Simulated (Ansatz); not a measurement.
# BiTe under changes of volume

One of the cells (33.725 Å³/atom); the others are scaled copies at fixed shape and fractional positions:

```xyz
2
Lattice="2.4227 1.3988 3.3173 -2.4227 1.3988 3.3173 0.0000 -2.7975 3.3173" Properties=species:S:1:pos:R:3 pbc="T T T"
Bi    0.0000    0.0000    4.9759
Te    0.0000    0.0000    0.0000
```

The cell comes from a database or a generator and needn't be the stable form of this composition.

| Property | Result |
| --- | --- |
| Program | Ansatz 0.2.0 |
| Functional | r2SCAN |
| Potentials or basis | Ansatz PAW |
| Cutoff | 500 eV (not typed: the program's choice for these potentials) |
| k mesh | 7 × 7 × 7 |
| Occupations | fermi-dirac, width 0.05 eV |
| Spin | no spin polarisation |

```tsv
volume (Å³/atom)	energy over the lowest point (meV/atom)	pressure (GPa)
31.701	?	?
32.376	4.22	1.6
33.050	0.00	0.4
33.725	0.38	-0.6
34.399	4.89	-1.5
35.074	13.09	-2.4
35.748	24.59	-3.1
```

What does the run at 31.701 Å³/atom give?

Energy over the lowest point 13.57 meV/atom; pressure 2.9 GPa.

Worked out: A Birch-Murnaghan fit of order 3 (a polynomial in V^(-2/3)) to the other rows has its minimum at 33.33 Å³/atom with B0 = V·E''(V) = 52 GPa and B' = 4.5 at fixed shape and positions, which overstates the stiffness. It gives 13.60 meV/atom at 31.701 Å³/atom, against the run's 13.57, and -dE/dV = 2.9 GPa, against 2.9.

Energies are extrapolated to zero smearing.

Caveats: the PAW data sets come from PBE, with cores solved anew for the run's functional, which leaves a small shift of forces and pressure.
